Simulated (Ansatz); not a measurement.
# CNZn radical: geometry and frequencies at several levels

One table from this session's results is given with a row withheld; the runs are named, their logs left out.

Program: Ansatz 0.2.0. Level of theory: the levels named in each step. These are calculated values, not measurements.

### The system as given

Bond lengths: N1–C2 1.147 Å, C2–Zn3 2.139 Å. Angles: N1–C2–Zn3 180.0°.

As a file:

```xyz
3

N     0.0000    0.0000   -1.4775
C     0.0000    0.0000   -0.3309
Zn    0.0000    0.0000    1.8083
```

Set-up of the first run:

Input file input.yaml:

```yaml
crystal:
  periodic: [false, false, false]
  atoms:
    - { symbol: "N", position_ang: [0.0, 0.0, -1.47747] }
    - { symbol: C, position_ang: [0.0, 0.0, -0.33086] }
    - { symbol: Zn, position_ang: [0.0, 0.0, 1.80832] }
magnetization:
  spin_polarized: true
  initial_magnetization: 1
basis:
  gaussian: { orbitals: def2-SVP }
hamiltonian:
  xc: pbe
  dispersion: d4
relax:
  f_tol: 0.03
  max_steps: 200
```

Command:

```console
> ansatz run input.yaml --threads 2 --pin off --max-ram 5120MiB --backend cpu --events-out ev --progress --plain --runs-dir out
```

Among the steps run: A rough first relaxation, PBE-D4/def2-SVP; Relaxation, PBE0-D4/def2-TZVPP; Frequencies, PBE0-D4/def2-TZVPP; Relaxation, PBE-D4/def2-TZVPP; Frequencies, PBE-D4/def2-TZVPP; Relaxation, r2SCAN-D4/def2-TZVPP; Frequencies, r2SCAN-D4/def2-TZVPP; Relaxation, B3LYP-D4/def2-TZVPP; Frequencies, B3LYP-D4/def2-TZVPP; Relaxation, B2PLYP/def2-TZVPP.

One of the session's tables, all rows but one given; the rest of the session is left out.

```
               level  N1–C2 (Å)  C2–Zn3 (Å)  rotational constants (MHz)  dipole (D)  highest frequency (cm⁻¹)
  PBE0-D4/def2-TZVPP     1.1550      1.9627                      3825.5        4.38                      2292
   PBE-D4/def2-TZVPP     1.1684      1.9682                      3784.7        4.05                      2181
r2SCAN-D4/def2-TZVPP     1.1596      1.9481                      3857.3        4.22                      2247
 B3LYP-D4/def2-TZVPP          ?           ?                           ?           ?                         ?
   B2PLYP/def2-TZVPP     1.1636      1.9629                      3808.5        4.43                         -
```

Estimate the missing values for B3LYP-D4/def2-TZVPP.

**Answer.** N1–C2 (Å): 1.1558; C2–Zn3 (Å): 1.9793; rotational constants (MHz): 3778.4; dipole (D): 4.48; highest frequency (cm⁻¹): 2266. In the column «N1–C2 (Å)» it lies between PBE0-D4/def2-TZVPP (1.1550) and r2SCAN-D4/def2-TZVPP (1.1596).
